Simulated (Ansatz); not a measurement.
# Cs2Bi2B3Ir2: the cost of one run

Program: Ansatz 0.2.0. Level of theory: DFT PBE, scalar-relativistic, plane waves, PAW, unless a step names another level. These are calculated values, not measurements.

7 further runs of the same task are left out: 7 set aside as unsound or not needed.

## Step 1: Plan

Pauling electronegativities: Cs 0.79, Bi 2.02, B 2.04, Ir 2.20 (spread 1.41). No set of common oxidation states balances it. Tabulated atomic sizes suggest about 23 Å³/atom. 26 candidates were drawn, by swapping species into database cells of other compounds, at random by space group and Wyckoff sites, or by hand, as the table says:

```tsv
name	made from	space group no.	Wyckoff sites	atoms (primitive cell)	V (Å³/atom)
c01	database cell of Bi2Te2Pb2S3	164	Cs 2c; B 2d, 1b; Bi 2d; Ir 2d	9	24.4
c02	random	123	Cs 2h; B 2e, 1b; Bi 2f; Ir 1a, 1c	9	24.4
c03	built by hand: La2Fe2Se2O3-type, reassigned sites	139	Cs 4e; B 4d, 2b; Bi 4e; Ir 4c	9	23.1
c04	random	187	Cs 2g; B 3j; Bi 1a, 1d; Ir 1f, 1c	9	27.5
c05	random	123	Cs 2f; B 2e, 1a; Bi 1d, 1c; Ir 2g	9	23.1
c06	random	123	Cs 2e; B 1a, 2g; Bi 1d, 1c; Ir 2f	9	28.7
c07	random	191	Cs 2c; B 3f; Bi 2d; Ir 2e	9	29.2
c08	random	123	Cs 1a, 1b; B 1c, 2e; Bi 2f; Ir 2h	9	28.2
c09	random	164	Cs 2d; B 3e; Bi 1b, 1a; Ir 2c	9	27.4
c10	elements ordered on the sites of the Sb, Cs/Bi/B/Ir on Sb	99	Cs 1a, 1a; B 1a, 1a, 1a; Bi 1a, 1a; Ir 1a, 1a	9	24.2
c11	built by hand: tetragonal layered Ir2B3 slab with Bi and Cs	123	Cs 2h; B 2h, 1a; Bi 2g; Ir 2f	9	23.2
c12	elements ordered on the sites of the Sr2Mg3In5, Bi/vacancy on Mg and B/Ir on In	115	Cs 2g; B 2g, 1b; Bi 1d, 1a; Ir 2g	9	24.2
c13	random	191	Cs 1a, 1b; B 3f; Bi 2c; Ir 2d	9	24.3
c14	random	164	Cs 2d; B 3e; Bi 1a, 1b; Ir 2d	9	29.8
c15	built by hand: Sr2Mn3As2O2-type, reassigned sites	139	Cs 4e; B 2a, 4c; Bi 4e; Ir 4d	9	23.1
c16	database cell of Bi2Te2Pb2S3	164	Cs 2d; B 2d, 1b; Bi 2d; Ir 2c	9	24.4
c17	random	189	Cs 2e; B 3g; Bi 2c; Ir 2d	9	29.3
c18	random	187	Cs 1a, 1f; B 3k; Bi 1b, 1e; Ir 2h	9	29.7
c19	built by hand: trigonal layered Cs/Bi/Ir-B3-Ir slab	164	Cs 2d; B 3e; Bi 2c; Ir 2d	9	24.2
c20	random	183	Cs 2b; B 2b, 1a; Bi 2b; Ir 2b	9	27.1
c21	random	123	Cs 2h; B 2g, 1c; Bi 2e; Ir 2f	9	28.7
c22	random	166	Cs 6c; B 9e; Bi 6c; Ir 3a, 3b	9	23.5
c23	random	183	Cs 2b; B 3c; Bi 1a, 1a; Ir 2b	9	23.9
c24	random	191	Cs 2d; B 3g; Bi 1b, 1a; Ir 2c	9	29.8
c25	database cell of Bi2Te2Pb2S3	164	Cs 2d; B 2d, 1b; Bi 2c; Ir 2d	9	24.4
c26	random	187	Cs 2g; B 3j; Bi 1d, 1e; Ir 1f, 1a	9	25.6
```

## Step 2: Screening run of c19

Input file input.yaml:

```yaml
crystal:
  lattice:
    - [4.4, 0.0, 0.0]
    - [-2.2, 3.81051178, 0.0]
    - [0.0, 0.0, 13.0]
  atoms:
    - { symbol: Cs, position: [0.66666667, 0.33333333, 0.395] }
    - { symbol: Cs, position: [0.33333333, 0.66666667, 0.605] }
    - { symbol: B, position: [0.0, 0.5, 0.0] }
    - { symbol: B, position: [0.5, 0.0, 0.0] }
    - { symbol: B, position: [0.5, 0.5, 0.0] }
    - { symbol: Bi, position: [0.0, 0.0, 0.775] }
    - { symbol: Bi, position: [0.0, 0.0, 0.225] }
    - { symbol: Ir, position: [0.66666667, 0.33333333, 0.869] }
    - { symbol: Ir, position: [0.33333333, 0.66666667, 0.131] }
basis:
  ecutwfc: 420
kpoints:
  mp_grid: { grid: [4, 4, 2] }
hamiltonian:
  xc: pbe
scf:
  occupations: { method: gaussian, width: 0.2 }
  lower_state_search: "off"
output:
  forces: true
  stress: true
  eigenvalues: true
relax:
  adjacent_minimum: "off"
  f_tol: 0.08
  max_steps: 16
  cell: { stress_tol: 0.8 }
```

The run is started by

```bash
ansatz run input.yaml --threads 1 --pin off --max-ram 2560MiB --backend cpu --events-out ev --progress --plain --runs-dir out
```

Q: Estimate wall time and peak memory on 1 thread of Intel Xeon at 2.50GHz (Skylake/Cascade Lake), shared host.

About 2.7 min, with a peak of 0.62 GiB.
